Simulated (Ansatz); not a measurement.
# B2H3O2F: small, medium and large basis sets

Aim: see how fast density functionals converge with the basis set for B2H3O2F.

Method: one geometry, several basis sets; program: Ansatz 0.2.0, Gaussian basis.

Plan: PBE0-D4/def2-SVP; ωB97M-V/def2-SVP; PBE0-D4/def2-QZVPP; ωB97M-V/def2-QZVPP; the functionals' def2-TZVPP values are taken from earlier runs.

### Step 1. The relaxed structure

All runs share one geometry, relaxed beforehand with PBE0-D4 in a triple-zeta def2 set.

8 atoms, charge 0, spin multiplicity 1.

Atoms are counted from 1 here; the program's logs count them from 0.

Bond lengths: O1–B2 1.352 Å, O1–H6 0.959 Å, B2–O3 1.365 Å, B2–H7 1.197 Å, O3–B4 1.345 Å, B4–F5 1.327 Å, B4–H8 1.193 Å. Angles: B2–O1–H6 113.1°, O1–B2–O3 118.5°, O1–B2–H7 122.4°, O3–B2–H7 119.0°, B2–O3–B4 136.5°, O3–B4–F5 120.1°, O3–B4–H8 120.8°, F5–B4–H8 119.0°.

Coordinates:

```
O     1.1005    0.9107    0.7909
B    -0.2096    0.5779    0.7645
O    -0.5817   -0.5511    0.0938
B    -0.2525   -1.1511   -1.0641
F     0.2414   -0.4368   -2.0669
H     1.2776    1.7002    1.3061
H    -1.0447    1.2120    1.3425
H    -0.4387   -2.3188   -1.2224
```

### Step 2. PBE0-D4 in def2-SVP

File in.yaml:

```yaml
crystal:
  periodic: [false, false, false]
  atoms:
    - {symbol: O, position_ang: [1.100492, 0.910686, 0.790895]}
    - {symbol: B, position_ang: [-0.209591, 0.577856, 0.764466]}
    - {symbol: O, position_ang: [-0.581673, -0.551140, 0.093751]}
    - {symbol: B, position_ang: [-0.252533, -1.151089, -1.064105]}
    - {symbol: F, position_ang: [0.241385, -0.436815, -2.066851]}
    - {symbol: H, position_ang: [1.277635, 1.700161, 1.306088]}
    - {symbol: H, position_ang: [-1.044664, 1.212017, 1.342469]}
    - {symbol: H, position_ang: [-0.438750, -2.318775, -1.222414]}
basis:
  gaussian: {orbitals: def2-SVP}
hamiltonian: {xc: pbe0, dispersion: d4}
output: {orbitals: {seedname: orbitals}}
```

On the command line:

```bash
$ ansatz run in.yaml --threads 2 --pin off --events-out ev --progress --plain --max-ram 4352MiB
```

Further steps of the session: ωB97M-V in def2-SVP; PBE0-D4 in def2-QZVPP; ωB97M-V in def2-QZVPP.

**Question.** What will the summary of the whole plan be? Wanted: PBE0-D4: double and triple zeta above quadruple; ωB97M-V: double and triple zeta above quadruple.

**Answer**, as computed:

```
                                       quantity           value
PBE0-D4: double and triple zeta above quadruple  10.19, 0.47 eV
ωB97M-V: double and triple zeta above quadruple  10.38, 0.44 eV
```

What this shows: For PBE0-D4 the step from double to triple zeta gains 9.71 eV and the next only 0.47 eV. These are total energies; as a rule much of such shifts cancels in differences, which this series doesn't test. The LUMO of ωB97M-V is positive and keeps falling with the basis (2.26 to 1.42 eV): an unbound level that the basis holds in place.
